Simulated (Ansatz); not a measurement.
**C₃H₉BClNSi: how energies converge with the basis set**

The task here is to estimate one member of a computed series from the others.

Program: Ansatz 0.2.0, Gaussian basis. Level of theory: one geometry, several basis sets. These are calculated values, not measurements.

The runs, in order: PBE0-D4/def2-SVP; ωB97M-V/def2-SVP; PBE0-D4/def2-QZVPP; ωB97M-V/def2-QZVPP; the functionals' def2-TZVPP values are taken from earlier runs.

1 further run of the same task is left out (it didn't finish). Runs told in other sessions of the task aren't counted.

## The relaxed structure

The geometry comes from an earlier relaxation with PBE0-D4 in a triple-zeta def2 set; it is a stationary point, not always the lowest conformer.

16 atoms, charge 0, spin multiplicity 1.

Atoms are counted from 1 here; the program's logs count them from 0.

Bond lengths: B1–N2 1.403 Å, B1–H8 1.197 Å, B1–H9 1.196 Å, N2–C3 1.460 Å, N2–Si6 1.736 Å, C3–C4 1.496 Å, C3–H10 1.098 Å, C3–H11 1.096 Å, C4–C5 1.323 Å, C4–H12 1.088 Å, C5–H13 1.084 Å, C5–H14 1.083 Å, Si6–Cl7 2.055 Å, Si6–H15 1.474 Å, Si6–H16 1.481 Å. Angles: N2–B1–H8 119.2°, N2–B1–H9 119.1°, H8–B1–H9 121.7°, B1–N2–C3 120.4°, B1–N2–Si6 120.9°, C3–N2–Si6 118.6°, N2–C3–C4 115.0°, N2–C3–H10 109.6°, N2–C3–H11 108.7°, C4–C3–H10 108.8°, C4–C3–H11 108.7°, H10–C3–H11 105.7°, C3–C4–C5 126.5°, C3–C4–H12 114.0°, C5–C4–H12 119.5°, C4–C5–H13 122.0°, C4–C5–H14 120.9°, H13–C5–H14 117.1° and more.

The first run:

File in.yaml:

```yaml
crystal:
  periodic: [false, false, false]
  atoms:
    - {symbol: B, position_ang: [-1.385876, -0.487622, 1.186089]}
    - {symbol: N, position_ang: [-0.362489, -0.680694, 0.246608]}
    - {symbol: C, position_ang: [1.009259, -0.287076, 0.556711]}
    - {symbol: C, position_ang: [1.320004, 1.157539, 0.321971]}
    - {symbol: C, position_ang: [0.471240, 2.089244, -0.080107]}
    - {symbol: Si, position_ang: [-0.686850, -1.429421, -1.285449]}
    - {symbol: Cl, position_ang: [-0.601230, -0.096407, -2.846718]}
    - {symbol: H, position_ang: [-1.112203, -0.044435, 2.264335]}
    - {symbol: H, position_ang: [-2.507962, -0.783123, 0.894381]}
    - {symbol: H, position_ang: [1.709412, -0.898335, -0.027654]}
    - {symbol: H, position_ang: [1.213281, -0.524091, 1.606959]}
    - {symbol: H, position_ang: [2.354488, 1.426265, 0.524735]}
    - {symbol: H, position_ang: [-0.565507, 1.864150, -0.300751]}
    - {symbol: H, position_ang: [0.792388, 3.115173, -0.211783]}
    - {symbol: H, position_ang: [-2.040648, -2.011288, -1.254190]}
    - {symbol: H, position_ang: [0.369892, -2.432579, -1.550937]}
basis:
  gaussian: {orbitals: def2-SVP}
hamiltonian: {xc: pbe0, dispersion: d4}
output: {orbitals: {seedname: orbitals}}
```

Command:

```bash
$ ansatz run in.yaml --threads 4 --pin off --events-out ev --progress --plain --max-ram 11315MiB
```

Steps of the session up to this table: PBE0-D4 in def2-SVP; ωB97M-V in def2-SVP; PBE0-D4 in def2-QZVPP; ωB97M-V in def2-QZVPP.

One of the session's tables, all rows but one given; the rest of the session is left out.

It belongs to the step «Functionals by basis». 

```
functional       basis  HOMO (eV)
   PBE0-D4    def2-SVP      -7.58
   PBE0-D4  def2-TZVPP          ?
   PBE0-D4  def2-QZVPP      -7.64
   ωB97M-V    def2-SVP      -9.84
   ωB97M-V  def2-TZVPP      -9.89
   ωB97M-V  def2-QZVPP      -9.90
```

**Question.** Estimate the row for PBE0-D4, def2-TZVPP.

As computed: HOMO (eV): -7.63. In the column «HOMO (eV)» it lies between PBE0-D4, def2-QZVPP (-7.64) and PBE0-D4, def2-SVP (-7.58).
